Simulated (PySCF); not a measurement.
# CH4AlBrO (SMILES [CH3][Al]([OH])[Br]) at 6 levels

Wanted: a comparison of 6 runs (HF/STO-3G, HF/3-21G, PBE0/6-31G, PBE/def2-SVPD, B2PLYP/def2-TZVP, wB97X/pcseg-2) of CH4AlBrO. The job is set up through a Python script.

Program for the calculation: PySCF 2.14.0.

1 further run of the same task is left out (for a known fault of the program).

### 1 The structure to begin with

The species is CH4AlBrO (8 atoms), meant as a singlet with charge 0. As SMILES, `[CH3][Al]([OH])[Br]`. The shape is that of a PBE0-D4/def2-TZVP optimisation. This is one conformer, not always the lowest.

Bond lengths: C1–Al2 1.930 Å, Al2–O3 1.689 Å, Al2–Br4 2.266 Å, C1–H5 1.093 Å, C1–H6 1.092 Å, C1–H7 1.093 Å, O3–H8 0.956 Å. Angles: C1–Al2–O3 120.9°, C1–Al2–Br4 121.3°, O3–Al2–Br4 117.8°, Al2–C1–H5 110.8°, Al2–C1–H6 111.3°, Al2–C1–H7 110.8°, Al2–O3–H8 123.2°, H5–C1–H6 108.5°, H5–C1–H7 106.9°, H6–C1–H7 108.5°.

### 2 Energy and gradient at HF/STO-3G (run 1)

File mol.xyz:

```xyz
8

C      0.042800     1.297700    -0.084400
Al    -0.087700    -0.627200    -0.128500
O      0.530700    -1.567200     1.131100
Br    -1.071500    -1.702000    -1.863900
H     -0.949600     1.754600    -0.128800
H      0.541700     1.640900     0.824100
H      0.601900     1.668200    -0.948000
H      0.484100    -2.522100     1.142800
```

File input.py:

```python
from pyscf import gto

mol = gto.M(
    atom='mol.xyz',
    verbose=4,
    charge=0,
    basis='sto-3g',
    max_memory=1860,
)

mf = mol.RHF()
mf.conv_tol = 1e-10
mf.kernel()
if not mf.converged:
    mf = mf.newton().run(mf.mo_coeff, mf.mo_occ)

energy = mf.e_tot
print('Final energy', energy)
grad = mf.nuc_grad_method().kernel()
mf.analyze()
```

Launch:

```sh
$ OMP_NUM_THREADS=1 python input.py
```

The log of the run:

```text
PySCF version 2.14.0

[... 75 lines left out ...]
Nuclear Repulsion Energy =             290.919384814346699
[... 10 lines left out ...]
MO #5   energy= -57.6544497390658  occ= 2
[... 8 lines left out ...]
MO #14  energy= -3.01475014552057  occ= 2
[... 8 lines left out ...]
MO #23  energy= -0.883801137565279 occ= 2
[... 8 lines left out ...]
MO #32  energy= -0.293212435783902 occ= 2
[... 8 lines left out ...]
MO #41  energy= 0.813501955715438  occ= 0
[... 52 lines left out ...]
Dipole moment(X, Y, Z, Debye):  0.77074,  0.55872,  1.38833
```

Wall time 1.9 s (1 thread of Arm Neoverse V2, shared host); peak memory 0.12 GiB.

### 3 Energy and forces at HF/3-21G (run 2)

mol.xyz is that of step 2.

File job.py:

```python
# [CH3][Al]([OH])[Br]
import pyscf.grad
from pyscf import gto, scf

molecule = gto.Mole()
molecule.atom = 'mol.xyz'
molecule.max_memory = 1860
molecule.basis = '3-21g'
molecule.verbose = 3
molecule.build()

myscf = scf.RHF(molecule)
myscf.conv_tol = 1e-10
myscf.kernel()
if not myscf.converged:
    myscf = myscf.newton().run(myscf.mo_coeff, myscf.mo_occ)

energy = myscf.e_tot
print('Final energy', energy)
grad = myscf.Gradients().kernel()
myscf.analyze()
```

Launch:

```sh
$ OMP_NUM_THREADS=1 python job.py
```

The log of the run:

```text
converged SCF energy = -2915.20521847749
[... 15 lines left out ...]
MO #6   energy= -57.9499079981507  occ= 2
[... 10 lines left out ...]
MO #17  energy= -3.06574197838452  occ= 2
[... 10 lines left out ...]
MO #28  energy= -0.536470442254874 occ= 2
[... 10 lines left out ...]
MO #39  energy= 0.296256667314967  occ= 0
[... 10 lines left out ...]
MO #50  energy= 1.00789539538064   occ= 0
[... 10 lines left out ...]
MO #61  energy= 3.10851923012514   occ= 0
[... 9 lines left out ...]
Dipole moment(X, Y, Z, Debye):  0.48254,  0.32754,  0.87047
```

Run time: 1.8 s. Hardware: 1 thread of Arm Neoverse V2, shared host; peak memory 0.13 GiB.

Runs 3 to 5 aren't shown in full; the table further down has their settings and results.

### 4 Energy and gradient at wB97X/pcseg-2 (run 6)

File calc.py:

```python
import pyscf.grad
from pyscf import gto, dft

molecule = gto.M(
    atom='''
C      0.080880     2.452298    -0.159493
Al    -0.165729    -1.185236    -0.242830
O      1.002878    -2.961579     2.137469
Br    -2.024842    -3.216314    -3.522261
H     -1.794484     3.315713    -0.243397
H      1.023665     3.100852     1.557323
H      1.137426     3.152441    -1.791460
H      0.914816    -4.766078     2.159579
''',
    unit='bohr',
    spin=0,
    verbose=4,
    charge=0,
    basis='pcseg-2',
    max_memory=1860,
)

mf = dft.RKS(molecule)
mf.xc = 'wb97x'
mf.grids.level = 5
mf.conv_tol = 1e-10
mf.kernel()
if not mf.converged:
    mf = mf.newton().run(mf.mo_coeff, mf.mo_occ)

etot = mf.e_tot
print('E = %.10f Eh' % etot)
grad = mf.Gradients().kernel()
mf.analyze()
```

Launch:

```sh
$ OMP_NUM_THREADS=1 python calc.py
```

The log of the run:

```text
PySCF version 2.14.0

[... 122 lines left out ...]
MO #23  energy= -0.887402415626184 occ= 2
[... 33 lines left out ...]
MO #57  energy= 0.45507127651593   occ= 0
[... 33 lines left out ...]
MO #91  energy= 1.47268916080978   occ= 0
[... 33 lines left out ...]
MO #125 energy= 2.60618841350425   occ= 0
[... 33 lines left out ...]
MO #159 energy= 4.60916750144348   occ= 0
[... 33 lines left out ...]
MO #193 energy= 10.8031458528906   occ= 0
[... 204 lines left out ...]
Dipole moment(X, Y, Z, Debye):  0.29632,  0.38985,  0.51466
```

It took 6.2 min on 1 thread of Arm Neoverse V2, shared host; peak memory 2.9 GiB.

### 5 Overview of the runs

```
run             level  integration grid      task   energy (Eh)  dipole moment (D)  HOMO energy (eV)  LUMO energy (eV)  wall time
  1         HF/STO-3G                 –  gradient  -2897.393455               1.68             -7.83              8.77      1.9 s
  2          HF/3-21G                 –  gradient  -2915.205218               1.05            -11.04              2.54      1.8 s
  3        PBE0/6-31G                 5  gradient  -2931.460305               1.02             -8.37             -0.53       22 s
  4     PBE/def2-SVPD                 5  gradient  -2931.334107               0.76             -7.09             -1.42       59 s
  5  B2PLYP/def2-TZVP                 5    energy  -2931.934328               0.71             -9.42              0.62       57 s
  6     wB97X/pcseg-2                 5  gradient  -2932.566805               0.71            -10.72              1.43    6.2 min
```

### 6 What came out

| quantity | value |
| --- | --- |
| run 6: total energy | -2932.56681 Eh |
| run 6: dipole moment | 0.71 D |
| run 6: HOMO energy | -10.72 eV |
| run 6: LUMO energy | 1.43 eV |
| run 6: HOMO–LUMO gap | 12.15 eV |
| run 6: largest force on an atom | 0.242 eV/Å |

In words: The dipole moment (its size) runs from 0.71 D (B2PLYP/def2-TZVP) to 1.68 D (HF/STO-3G). The two ends differ in method and basis. A double hybrid's value is that of its SCF part. The HOMO–LUMO gap runs from 5.67 eV (PBE/def2-SVPD) to 16.61 eV (HF/STO-3G). Totals of different functionals can't be ranked against each other. In run 1 the basis is minimal, so the values are rough. All runs together took 8.5 min, the longest 6.2 min.
